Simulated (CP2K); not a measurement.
# revPBE-D3(BJ)/TZV2P-MOLOPT-PBE-GTH (core potential) run of GeTe (SMILES [Ge][Te])

What is the vertical ionisation energy of GeTe at revPBE-D3(BJ)/TZV2P-MOLOPT-PBE-GTH (core potential)? 

Program for the calculation: CP2K 2026.2.

1 further run of the same task is left out (it didn't finish).

## Step 1: The molecule

The species is GeTe (2 atoms), meant as a singlet with charge 0. SMILES: `[Ge][Te]`. The bond length is the measured one.

Bond lengths: Ge1–Te2 2.340 Å.

## Step 2: A single-point energy at revPBE-D3(BJ)/TZV2P-MOLOPT-PBE-GTH (core potential)

calc.inp reads:

```
&FORCE_EVAL
 METHOD QUICKSTEP
 &DFT
  BASIS_SET_FILE_NAME BASIS_MOLOPT_UZH
  POTENTIAL_FILE_NAME POTENTIAL_UZH
  ! Quickstep
  &QS
   METHOD GPW
   EPS_DEFAULT 1.0E-10
  &END QS
  ! real-space grids
  &MGRID
   CUTOFF 400
   REL_CUTOFF 50
   NGRIDS 4
  &END MGRID
  ! isolated system
  &POISSON
   PERIODIC NONE
   POISSON_SOLVER MULTIPOLE
  &END POISSON
  ! SCF settings
  &SCF
   SCF_GUESS ATOMIC
   EPS_SCF 1.0E-06
   MAX_SCF 40
   &OT
    MINIMIZER CG
    PRECONDITIONER FULL_SINGLE_INVERSE
   &END OT
   &OUTER_SCF
    EPS_SCF 1.0E-06
    MAX_SCF 10
   &END OUTER_SCF
  &END SCF
  ! functional
  &XC
   &XC_FUNCTIONAL
    &PBE
     PARAMETRIZATION REVPBE
    &END PBE
   &END XC_FUNCTIONAL
   &VDW_POTENTIAL
    POTENTIAL_TYPE PAIR_POTENTIAL
    &PAIR_POTENTIAL
     TYPE DFTD3(BJ)
     PARAMETER_FILE_NAME dftd3.dat
     REFERENCE_FUNCTIONAL revPBE
     R_CUTOFF 15
    &END PAIR_POTENTIAL
   &END VDW_POTENTIAL
  &END XC
  ! extra output
  &PRINT
   &MOMENTS
    PERIODIC F
    REFERENCE COM
    MAX_MOMENT 1
   &END MOMENTS
   &MO_CUBES
    NLUMO 3
    NHOMO -1
    WRITE_CUBE F
   &END MO_CUBES
   &HIRSHFELD OFF
   &END HIRSHFELD
  &END PRINT
 &END DFT
 &SUBSYS
  &CELL
   ABC 7 7 9.3
   PERIODIC NONE
  &END CELL
  &COORD
   Ge     3.500000     3.500000     3.479918
   Te     3.500000     3.500000     5.820082
  &END COORD
  &KIND Ge
   BASIS_SET TZV2P-MOLOPT-PBE-GTH-q4
   POTENTIAL GTH-PBE-q4
  &END KIND
  &KIND Te
   BASIS_SET TZV2P-MOLOPT-PBE-GTH-q6
   POTENTIAL GTH-PBE-q6
  &END KIND
 &END SUBSYS
&END FORCE_EVAL

&GLOBAL
 PROJECT_NAME calc
 RUN_TYPE ENERGY
 PRINT_LEVEL MEDIUM
&END GLOBAL
```

Run with:

```sh
$ OMP_NUM_THREADS=1 cp2k.psmp -i calc.inp > calc.out 2>&1
```

What it wrote:

```text
CP2K| version string:                                       CP2K version 2026.2
[...]
 GLOBAL| Method name                                                        CP2K
[...]
 GLOBAL| Run type                                                         ENERGY
[...]
 DFT| Spin restricted Kohn-Sham (RKS) calculation                            RKS
 DFT| Multiplicity                                                             1
[...]
 DFT| Charge                                                                   0
[...]
 FUNCTIONAL| PBE:
[...]
 QS| Method:                                                                 GPW
[...]
 QS| Density cutoff [a.u.]:                                                200.0
[...]
 QS| Relative density cutoff [a.u.]:                                        25.0
[...]
                             - Atoms:                                          2
[...]
                             - Spherical basis functions:                     58
[...]
 Number of electrons:                                                         10
[...]
     1 OT CG       0.80E-01    0.6     0.12706414       -11.5775630100 -1.16E+01
[...]
    26 OT CG       0.16E+00    0.6     0.00000055       -12.0679797555 -2.84E-11
  *** SCF run converged in    26 steps ***
[...]
  Overlap energy of the core charge distribution:               0.00000011362172
  Self energy of the core charge distribution:                -26.01310839444373
  Core Hamiltonian energy:                                      5.40705434686296
  Hartree energy:                                              11.41003613369348
  Exchange-correlation energy:                                 -2.86847846012608
  Dispersion energy:                                           -0.00348349511291
  Total energy:                                               -12.06797975550457
[...]
                     Mulliken Population Analysis
 #  Atom  Element  Kind  Atomic population                           Net charge
       1     Ge       1          3.940843                              0.059157
       2     Te       2          6.059157                             -0.059157
 # Total charge                             10.000000                  0.000000
[...]
  Dipole moment [Debye]
    X= -0.7758489E-05 Y= -0.8054289E-05 Z= -0.1010517E+01  Total=      1.0105170
[...]
 HOMO - LUMO gap [eV] :    2.903766
 ENERGY| Total FORCE_EVAL ( QS ) energy [hartree]            -12.067979755504568
[...]
```

Run time: 28 s. Hardware: 1 thread of Arm Neoverse V1, shared host; peak memory 0.49 GiB.

## Step 3: The doublet cation

molecule.xyz reads:

```xyz
2

Ge     0.000000     0.000000     0.000000
Te     0.000000     0.000000     2.340165
```

gas.inp reads:

```
&GLOBAL
   PROJECT gas
   RUN_TYPE ENERGY
   PRINT_LEVEL MEDIUM
&END GLOBAL

&FORCE_EVAL
   METHOD QUICKSTEP
   &DFT
      BASIS_SET_FILE_NAME BASIS_MOLOPT_UZH
      POTENTIAL_FILE_NAME POTENTIAL_UZH
      CHARGE 1
      MULTIPLICITY 2
      SPIN_POLARIZED T
      &QS
         METHOD GPW
         EPS_DEFAULT 1.0E-10
      &END QS
      &MGRID
         CUTOFF 400
         REL_CUTOFF 50
         NGRIDS 4
      &END MGRID
      &POISSON
         PERIODIC NONE
         POISSON_SOLVER MULTIPOLE
      &END POISSON
      &SCF
         SCF_GUESS ATOMIC
         EPS_SCF 1.0E-06
         MAX_SCF 40
         &OT ON
            MINIMIZER DIIS
            PRECONDITIONER FULL_ALL
         &END OT
         &OUTER_SCF
            EPS_SCF 1.0E-06
            MAX_SCF 5
         &END OUTER_SCF
      &END SCF
      &XC
         &XC_FUNCTIONAL
            &PBE
               PARAMETRIZATION REVPBE
            &END PBE
         &END XC_FUNCTIONAL
         &VDW_POTENTIAL
            POTENTIAL_TYPE PAIR_POTENTIAL
            &PAIR_POTENTIAL
               TYPE DFTD3(BJ)
               PARAMETER_FILE_NAME dftd3.dat
               REFERENCE_FUNCTIONAL revPBE
               R_CUTOFF 15
            &END PAIR_POTENTIAL
         &END VDW_POTENTIAL
      &END XC
      &PRINT
         &MOMENTS
            PERIODIC F
            REFERENCE COM
            MAX_MOMENT 1
         &END MOMENTS
         &MO_CUBES
            NLUMO 3
            NHOMO -1
            WRITE_CUBE F
         &END MO_CUBES
         &HIRSHFELD OFF
         &END HIRSHFELD
      &END PRINT
   &END DFT
   &SUBSYS
      &CELL
         ABC [angstrom] 7 7 9.3
         PERIODIC NONE
      &END CELL
      &TOPOLOGY
         COORD_FILE_NAME molecule.xyz
         COORD_FILE_FORMAT XYZ
         &CENTER_COORDINATES
         &END CENTER_COORDINATES
      &END TOPOLOGY
      &KIND Ge
         BASIS_SET TZV2P-MOLOPT-PBE-GTH-q4
         POTENTIAL GTH-PBE-q4
      &END KIND
      &KIND Te
         BASIS_SET TZV2P-MOLOPT-PBE-GTH-q6
         POTENTIAL GTH-PBE-q6
      &END KIND
   &END SUBSYS
&END FORCE_EVAL
```

Run with:

```sh
$ OMP_NUM_THREADS=1 cp2k.psmp -i gas.inp > gas.out 2>&1
```

What it wrote:

```text
CP2K| version string:                                       CP2K version 2026.2
[...]
 GLOBAL| Method name                                                        CP2K
[...]
 GLOBAL| Run type                                                         ENERGY
[...]
 DFT| Spin unrestricted (spin-polarized) Kohn-Sham calculation               UKS
 DFT| Multiplicity                                                             2
[...]
 DFT| Charge                                                                   1
[...]
 FUNCTIONAL| PBE:
[...]
 QS| Method:                                                                 GPW
[...]
 QS| Density cutoff [a.u.]:                                                200.0
[...]
 QS| Relative density cutoff [a.u.]:                                        25.0
[...]
                             - Atoms:                                          2
[...]
                             - Spherical basis functions:                     58
[...]
 Number of electrons:                                                          5
[...]
     1 OT DIIS     0.15E+00    1.0     0.06853929       -11.3398510516 -1.13E+01
[...]
    22 OT DIIS     0.15E+00    1.1     0.00000100       -11.7424285708 -4.13E-09
  *** SCF run converged in    22 steps ***
[...]
  Overlap energy of the core charge distribution:               0.00000011362010
  Self energy of the core charge distribution:                -26.01310839444373
  Core Hamiltonian energy:                                      5.27590956353150
  Hartree energy:                                              11.63750900482562
  Exchange-correlation energy:                                 -2.63925536331184
  Dispersion energy:                                           -0.00348349503665
  Total energy:                                               -11.74242857081499
[...]
                     Mulliken Population Analysis
 #  Atom  Element  Kind  Atomic population (alpha,beta) Net charge  Spin moment
       1     Ge       1         1.771446     1.655142     0.573412     0.116304
       2     Te       2         3.228554     2.344858     0.426588     0.883696
 # Total charge and spin        5.000000     4.000000     1.000000     1.000000
[...]
  Dipole moment [Debye]
    X=  0.5603600E-04 Y= -0.7902447E-04 Z= -0.1812185E+01  Total=      1.8121854
[...]
 WARNING : did not converge in ot_eigensolver
 number of iterations          299  exceeded maximum
 current gradient / target gradient   1.9488044662342502E-004  /    1.0000000000000001E-005
[...]
 HOMO - LUMO gap [eV] :    0.332560
 ENERGY| Total FORCE_EVAL ( QS ) energy [hartree]            -11.742428570814988
[...]
```

Wall time 68 s (1 thread of Arm Neoverse V1, shared host); peak memory 0.59 GiB.

## Step 4: Results

Level: revPBE-D3(BJ)/TZV2P-MOLOPT-PBE-GTH (core potential).

| quantity | value |
| --- | --- |
| singlet GeTe: total energy | -12.06798 Eh |
| singlet GeTe: dipole moment | 1.01 D |
| singlet GeTe: HOMO energy | -5.82 eV |
| singlet GeTe: LUMO energy | -2.92 eV |
| singlet GeTe: HOMO–LUMO gap | 2.90 eV |
| singlet GeTe: dispersion energy | -9.15 kJ/mol |
| doublet cation: total energy | -11.74243 Eh |
| doublet cation: HOMO energy (highest over α and β) | -12.16 eV |
| doublet cation: LUMO energy (lowest over α and β) | -11.83 eV |
| doublet cation: dispersion energy | -9.15 kJ/mol |
| doublet cation: ⟨S²⟩ | 0.755 |
| vertical ionisation energy (to the doublet cation) | 8.859 eV |

**Reading.** The vertical ionisation energy comes to 8.86 eV (855 kJ/mol). −ε(HOMO) before ionisation, 5.82 eV, is 3.03 eV below this ionisation energy.
